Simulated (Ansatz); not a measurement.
# BH₅S₃Si: small, medium and large basis sets

How large a basis does BH₅S₃Si need? Two functionals are run in growing sets.

Program: Ansatz 0.2.0, Gaussian basis. Level of theory: one geometry, several basis sets. These are calculated values, not measurements.

Plan: PBE0-D4/def2-SVP; ωB97M-V/def2-SVP; PBE0-D4/def2-QZVPP; ωB97M-V/def2-QZVPP; the functionals' def2-TZVPP values are taken from earlier runs.

**1. Structure used throughout**

The geometry comes from an earlier relaxation with PBE0-D4 in a triple-zeta def2 set; it is a stationary point, not always the lowest conformer.

SMILES `[SiH3]B(S)SS`, 10 atoms, charge 0, spin multiplicity 1.

Atoms are counted from 1 here; the program's logs count them from 0.

Bond lengths: Si1–B2 2.011 Å, Si1–H6 1.488 Å, Si1–H7 1.487 Å, Si1–H8 1.492 Å, B2–S3 1.792 Å, B2–S4 1.795 Å, S3–H9 1.343 Å, S4–S5 2.064 Å, S5–H10 1.345 Å. Angles: B2–Si1–H6 111.5°, B2–Si1–H7 111.6°, B2–Si1–H8 108.5°, H6–Si1–H7 109.0°, H6–Si1–H8 108.0°, H7–Si1–H8 108.2°, Si1–B2–S3 122.2°, Si1–B2–S4 123.1°, S3–B2–S4 114.7°, B2–S3–H9 96.9°, B2–S4–S5 104.0°, S4–S5–H10 97.2°.

As a file:

```xyz
10

Si   -1.00695    0.64889   -0.06513
B     0.34970   -0.79233   -0.42083
S     0.29246   -1.81793   -1.88961
S     1.70739   -1.15654    0.69601
S     1.42192    0.14704    2.27119
H    -0.36324    1.98483    0.05349
H    -1.78478    0.37606    1.17199
H    -1.96006    0.69666   -1.21265
H    -0.80479   -1.26449   -2.43110
H     2.23155    1.12661    1.82943
```

**2. PBE0-D4 in def2-SVP**

The input, in.yaml:

```yaml
crystal:
  periodic: [false, false, false]
  atoms:
    - {symbol: Si, position_ang: [-1.006950, 0.648885, -0.065126]}
    - {symbol: B, position_ang: [0.349705, -0.792328, -0.420826]}
    - {symbol: S, position_ang: [0.292465, -1.817934, -1.889608]}
    - {symbol: S, position_ang: [1.707387, -1.156542, 0.696013]}
    - {symbol: S, position_ang: [1.421923, 0.147044, 2.271186]}
    - {symbol: H, position_ang: [-0.363243, 1.984830, 0.053489]}
    - {symbol: H, position_ang: [-1.784782, 0.376056, 1.171994]}
    - {symbol: H, position_ang: [-1.960065, 0.696663, -1.212647]}
    - {symbol: H, position_ang: [-0.804791, -1.264485, -2.431103]}
    - {symbol: H, position_ang: [2.231554, 1.126610, 1.829429]}
basis:
  gaussian: {orbitals: def2-SVP}
hamiltonian: {xc: pbe0, dispersion: d4}
output: {orbitals: {seedname: orbitals}}
```

Run with:

```sh
$ ansatz run in.yaml --threads 4 --pin off --events-out ev --progress --plain --max-ram 10444MiB
```

The runs that follow: ωB97M-V in def2-SVP; PBE0-D4 in def2-QZVPP; ωB97M-V in def2-QZVPP.

Before running them: what should the planned runs give, taken together? Wanted: PBE0-D4: double and triple zeta above quadruple; ωB97M-V: double and triple zeta above quadruple.

The runs gave:

| quantity | value |
| --- | --- |
| PBE0-D4: double and triple zeta above quadruple | 16.15, 1.29 eV |
| ωB97M-V: double and triple zeta above quadruple | 16.05, 1.21 eV |

What this shows: PBE0-D4 gains 14.86 eV from double to triple zeta, then 1.29 eV more. Total energies overstate the basis error of differences, where much of it tends to cancel.
